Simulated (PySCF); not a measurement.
Molecule: C2SiH4, in a box.

```
C Si H
1.0
    12.00000    0.00000    0.00000
     0.00000   14.00000    0.00000
     0.00000    0.00000   12.00000
C Si H
2 1 4
Direct
  0.41490 0.40588 0.53594
  0.44509 0.48766 0.52679
  0.49078 0.61129 0.51294
  0.38821 0.33359 0.54403
  0.45542 0.64871 0.40284
  0.43982 0.66941 0.60283
  0.61395 0.61547 0.52195
```

Base run:

| Quantity | Value |
| --- | --- |
| Program | PySCF 2.14.0 |
| Functional | revTPSS |
| Dispersion | D3(BJ) |
| Potentials or basis | pob-tzvp-rev2 (all-electron) |
| k mesh | 1 × 1 × 1 |
| Occupations | fixed |
| Spin | no spin polarisation |

Its results: gap between the frontier levels 6.55 eV.

Problem. The run is repeated on the same cell with these changes: functional from revTPSS to PW91. What comes out?

Solution. Gap between the frontier levels 6.23 eV.

revTPSS gives the wider gap, since meta-GGAs in the generalised Kohn-Sham scheme recover part of the derivative discontinuity.

Caveats: this is a molecule in a periodic box at the Γ point, so its band gap is the HOMO-LUMO gap; the basis of atomic orbitals isn't converged, which shifts pressures, moduli and gaps.

